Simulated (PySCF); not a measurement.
**LiSb⁻ at other levels of theory**

Starting from one script, swap the method and compare what comes out for LiSb⁻.

The runs use PySCF 2.14.0; each script names its method and basis.

9 further runs of the same task are left out: 9 that didn't finish.

**1. Where the work starts**

LiSb⁻: 2 atoms, charge -1, spin multiplicity 2.

No contacts short enough for the rule that draws bonds.

**2. The run that the others are compared with**

File input.py:

```python
from pyscf import gto, scf, mcscf

mol = gto.M(
    atom='Li 0 0 0; Sb 0 0 2.75',
    basis='lanl2dz',
    ecp={'Sb': 'lanl2dz'},
    charge=-1,
    spin=1,
    symmetry=True,
    verbose=4,
)
mf = scf.ROHF(mol)
mf.kernel()
mc = mcscf.CASCI(mf, 8, 9)
mc.kernel()
mc.analyze()
mf.dip_moment()
print('orbital energies (hartree):', mf.mo_energy[..., max(0, mol.nelec[1]-3):mol.nelec[0]+3].round(4))
```

Started as:

```console
> OMP_NUM_THREADS=1 python input.py
```

**3. RHF**

Run 1 changes SCF type: ROHF → RHF.

Changes to input.py since step 2:

```diff
@@ -11,3 +11,3 @@
 )
-mf = scf.ROHF(mol)
+mf = scf.RHF(mol)
 mf.kernel()
```

**4. SCF alone**

Run 2 changes step after the SCF: casci → none.

Changes to input.py since step 2:

```diff
@@ -1,2 +1,2 @@
-from pyscf import gto, scf, mcscf
+from pyscf import gto, scf
 
@@ -13,5 +13,2 @@
 mf.kernel()
-mc = mcscf.CASCI(mf, 8, 9)
-mc.kernel()
-mc.analyze()
 mf.dip_moment()
```

What does the calculation give? Wanted: for each run, E(SCF); from base; after the SCF.

**Answer**, as computed:

| run | E(SCF) (hartree) | from base (eV) | cycles | after the SCF |
| --- | --- | --- | --- | --- |
| base | -12.652596 | 0 | 13 | CASCI correlation -0.513 eV |
| RHF | -12.652596 | 0.0000 | 13 | CASCI correlation -0.513 eV |
| SCF alone | -12.652596 | 0.0000 | 13 | n/a |

No change of the SCF energy comes from RHF.
